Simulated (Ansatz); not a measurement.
Mg3Te:

```
Te Mg
1.0
    -2.13936    2.13936    5.28249
     2.13936   -2.13936    5.28249
     2.13936    2.13936   -5.28249
Te Mg
1 3
Direct
  0.00000 0.00000 0.00000
  0.25000 0.75000 0.50000
  0.75000 0.25000 0.50000
  0.50000 0.50000 0.00000
```

The cell comes from a database or a generator and needn't be the stable form of this composition.

- Program: Ansatz 0.2.0
- Task: single point
- Functional: PBEsol
- Potentials or basis: all-electron LAPW, scalar-relativistic
- Cutoff: 160 eV (chosen from the basis error)
- Basis error allowed: 0.001 eV/atom
- k mesh: 9 × 9 × 9
- Occupations: fermi-dirac, width 0.05 eV
- Spin: no spin polarisation

On this cell: pressure -1.1 GPa; largest force under 0.003 eV/Å; band gap on the k mesh none (metal or under the smearing width).

The same run follows on a disturbed copy (atoms moved at random, drawn with an rms of 0.05 Å):

```xyz
4
Lattice="-2.1394 2.1394 5.2825 2.1394 -2.1394 5.2825 2.1394 2.1394 -5.2825" Properties=species:S:1:pos:R:3 pbc="T T T"
Te   -0.0061    0.0156    0.0051
Mg    2.1671   -0.0147    2.6670
Mg   -0.0189    2.1515    2.6494
Mg    0.0585   -0.0419    5.2926
```

Problem. What changes?

Solution. The energy (extrapolated to zero smearing) moves by +3.0 meV/atom; pressure -1.0 GPa; largest force 0.202 eV/Å; band gap on the k mesh none (metal or under the smearing width).

Forces on the atoms (eV/Å):
```
Te   0.124 -0.110  0.010
Mg  -0.099  0.055 -0.018
Mg   0.128 -0.077 -0.006
Mg  -0.153  0.131  0.014
```

Stress tensor (GPa, compression positive):
```
-0.87 -0.11 -0.06
-0.11 -0.93 -0.03
-0.06 -0.03 -1.12
```
